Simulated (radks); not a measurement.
# Spin polarisation of the 4f shell in Tb³⁺

One table from this session's results is given with a row withheld; the runs are named, their logs left out.

Method: non-relativistic Kohn-Sham, SCAN, spin-polarised, spherical densities, point nucleus. Code: radks (a radial shooting solver on a logarithmic mesh, Libxc functionals) version 1.

## What is computed

```
element       : terbium (Z = 65)
charge        : +3
electrons     : 62
configuration : [Xe] 4f(up 4, down 4)
```

A shell typed twice in an input gives spin up, then spin down.

The first run:

The run's settings:

```text
Z 65
configuration [Xe] 4f4 4f4
relativity non-relativistic
functional scan,scan
spin polarised
nucleus point
```

Among the steps run: No moment.

One of the session's tables, all rows but one given; the rest of the session is left out.

It belongs to the step «No moment». Sizes of the orbitals, from the radial functions (bohr):

| level | <r> | outermost maximum (interpolated) | 90 % within | nodes |
| --- | --- | --- | --- | --- |
| 3p | 0.2453 | 0.223 | 0.366 | 1 |
| 3d | 0.2177 | 0.178 | 0.338 | 0 |
| 4s | ? | ? | ? | ? |
| 4p | 0.5889 | 0.541 | 0.855 | 2 |
| 4d | 0.6226 | 0.548 | 0.934 | 1 |
| 5s | 1.387 | 1.25 | 1.99 | 4 |
| 5p | 1.536 | 1.36 | 2.23 | 3 |
| 4f | 0.7930 | 0.540 | 1.34 | 0 |

Q: Estimate the row for 4s from the others.

As computed: <r>: 0.5754; outermost maximum (interpolated): 0.536; 90 % within: 0.825; nodes: 3. In the column «<r>» it lies between 3p (0.2453) and 4p (0.5889).
